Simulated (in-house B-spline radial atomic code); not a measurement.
**Hf⁺: ionisation energy by several methods**

An exercise on one series of results from a longer session: the logs are not shown, and one member is left open.

Method: non-relativistic, several functionals, spin-polarised; spherical all-electron atom at the radial basis limit. Code: in-house B-spline radial atomic code version 1.

### The atom as given

| Item | Value |
| --- | --- |
| element | hafnium (Z = 72) |
| charge | +1 |
| electrons | 71 |
| configuration | [Xe] 4f14 5d1 6s2 |
| nucleus | point |

The outer shells:

[Xe] 4f14 5d1 6s2
```
[Xe] core
4f [↑↓][↑↓][↑↓][↑↓][↑↓][↑↓][↑↓]
5d [↑ ][  ][  ][  ][  ]
6s [↑↓]
```

Where spins are not typed, each open shell is filled with up spins first.

Set-up of the first run:

Settings, as recorded:

```ini
Z = 72
electrons = 71.0
configuration = [Xe] 4f14 5d1 6s2
hamiltonian = nr
method = m06l
spin_polarised = True
```

Among the steps run: M06-L; LDA (VWN5); exchange-only LDA; TPSS; PBE; BLYP.

One table of the session follows, with a row left open; its other results are not shown here.

```
           method  ΔSCF (eV)
       LDA (VWN5)     11.886
exchange-only LDA     11.011
              PBE     11.570
             BLYP     11.840
            M06-L          ?
             TPSS     11.181
```

Estimate the missing values for M06-L.

The run gave: ΔSCF (eV): 11.686. In the column «ΔSCF (eV)» it lies between PBE (11.570) and BLYP (11.840).

To keep in mind: Meta-GGA runs start from a PBE run whose iterations are not counted. These runs leave out relativity, which matters at this nuclear charge.
